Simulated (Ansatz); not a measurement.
# AlCl2HSe: functionals against CCSD(T) at one geometry

One table from this session's results is given with a row withheld; the runs are named, their logs left out.

Program: Ansatz 0.2.0, Gaussian basis. Level of theory: single points in def2-TZVPP. These are calculated values, not measurements.

Cores are frozen in the correlated methods. Filled d shells of the heavier atoms are correlated.

**The system as given**

SMILES `[Cl][Al]([Cl])[SeH]`, 5 atoms, charge 0, spin multiplicity 1.

Atoms are counted from 1 here; the program's logs count them from 0.

Bond lengths: Cl1–Al2 1.908 Å, Al2–Cl3 1.988 Å, Al2–Se4 2.239 Å, Se4–H5 1.406 Å. Angles: Cl1–Al2–Cl3 122.0°, Cl1–Al2–Se4 119.3°, Cl3–Al2–Se4 118.7°, Al2–Se4–H5 93.5°.

Geometry (Å):

```mol
AlCl2HSe
  3D, bonds by distance, orders not assigned

  5  4  0  0  0  0  0  0  0  0999 V2000
   -0.9415   -1.2653    1.5836 Cl  0  0
    0.2533   -0.3728    0.3932 Al  0  0
    1.9861   -1.1770   -0.1585 Cl  0  0
   -0.2946    1.6492   -0.3965 Se  0  0
   -0.9393    1.1258   -1.5316 H   0  0
  1  2  8  0
  2  3  8  0
  2  4  8  0
  4  5  8  0
M  END
```

Set-up of the first run:

Contents of run/in.yaml:

```yaml
crystal:
  periodic: [false, false, false]
  atoms:
    - {symbol: Cl, position_ang: [-0.941500, -1.265300, 1.583600]}
    - {symbol: Al, position_ang: [0.253300, -0.372800, 0.393200]}
    - {symbol: Cl, position_ang: [1.986100, -1.177000, -0.158500]}
    - {symbol: Se, position_ang: [-0.294600, 1.649200, -0.396500]}
    - {symbol: H, position_ang: [-0.939300, 1.125800, -1.531600]}
basis:
  gaussian: {orbitals: def2-TZVPP}
correlation: {method: ccsd_t}
```

The command line of these runs was not kept.

Steps of the session up to this table: CCSD(T)/def2-TZVPP; PBE0-D4/def2-TZVPP; wB97M-V/def2-TZVPP; r2SCAN-D4/def2-TZVPP; PBE-D4/def2-TZVPP; r2SCANh-D4/def2-TZVPP; LC-wPBE/def2-TZVPP.

One table of the session follows, with a row left open; its other results are not shown here.

| method | RMS force component (eV/Å) | dipole (D) |
| --- | --- | --- |
| PBE0-D4 | ? | ? |
| wB97M-V | 1.623 | 0.61 |
| r2SCAN-D4 | 1.633 | 0.62 |
| PBE-D4 | 1.724 | 0.57 |
| r2SCANh-D4 | 1.606 | 0.63 |
| LC-wPBE | 1.539 | 0.67 |

Estimate the missing values for PBE0-D4.

As computed: RMS force component (eV/Å): 1.613; dipole (D): 0.61. In the column «RMS force component (eV/Å)» it lies between r2SCANh-D4 (1.606) and wB97M-V (1.623).
